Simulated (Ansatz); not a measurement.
## BrF2H3Si2, SMILES F[Si](F)([SiH3])Br: a ladder of methods at one geometry

Computed with the Python package of Ansatz (0.2.0).

`methods_brf2h3si2.py`:
```python
# -*- coding: utf-8 -*-
'''BrF2H3Si2 at several levels of theory.'''

from pathlib import Path

import ansatz as az
import numpy as np

BASIS_SET = 'def2-SVP'

geometry_ang = [
    ('F', [1.7226, -0.3604, 1.5287]),
    ('Si', [1.1085, -0.1179, 0.0252]),
    ('F', [1.6059, -1.3296, -0.8947]),
    ('Si', [-1.122, -0.0216, 0.0216]),
    ('Br', [1.9524, 1.7657, -0.8038]),
    ('H', [-1.7047, 1.1118, 0.8557]),
    ('H', [-1.7718, -1.2829, 0.5688]),
    ('H', [-1.6987, 0.1778, -1.3574]),
]
system = az.Crystal.molecule()
for symbol, xyz in geometry_ang:
    system = system.atom(symbol, xyz)

setup = system.calculation().basis(gaussian=BASIS_SET)

print('functional    E (Ha)        dipole (D)   HOMO (eV)  LUMO (eV)')
for name in ['b3lyp', 'r2scan', 'pbe0', 'hf', 'blyp']:
    rep = setup.functional(name).forces().orbitals().run(threads=1, runs_dir='runs').report
    lines = Path(rep['orbitals_path']).read_text().splitlines()
    field_of = lambda key: [line.split('=')[1].strip() for line in lines if line.startswith(key)]
    orbitals = [(27.211386 * float(e), s, float(n)) for e, s, n in zip(field_of('Ene='), field_of('Spin='), field_of('Occup='))]
    homo = max(e for e, _, n in orbitals if n > 0.5)
    lumo = min(e for e, _, n in orbitals if n < 0.5)
    dipole = 4.803205 * np.linalg.norm(rep['charge_distribution']['dipole_moment_e_ang'])
    print(f'{name:10s} {rep["free_energy_ev"] / 27.211386246:14.6f} {dipole:9.3f} {homo:11.3f} {lumo:10.3f}')
```

Output of `python methods_brf2h3si2.py`:
```text
functional    E (Ha)        dipole (D)   HOMO (eV)  LUMO (eV)
b3lyp        -3354.199521     1.401      -8.578     -0.849
r2scan       -3353.994696     1.395      -7.977     -1.379
pbe0         -3353.403152     1.480      -8.902     -0.759
hf           -3350.404746     1.647     -11.911      2.612
blyp         -3354.126370     1.228      -7.328     -1.290
```

Total energies depend on the basis set; only differences at equal settings carry meaning. The geometry is a force-field or estimated start, not a minimum of this method, and the basis set is short of its limit. A lower total doesn't mark the better method: functionals have no common bound, and MP2 and coupled cluster aren't variational. b3lyp holds the VWN-RPA fit, as in Gaussian; the form of ORCA and Turbomole is b3lyp5. Levels such as HOMO and LUMO are orbital energies: with these approximate functionals they aren't the ionisation energy and electron affinity, and their gap isn't the fundamental gap. Run time: 27 s on 1 thread of Arm Neoverse V1, on a shared host, peak memory 0.34 GiB.
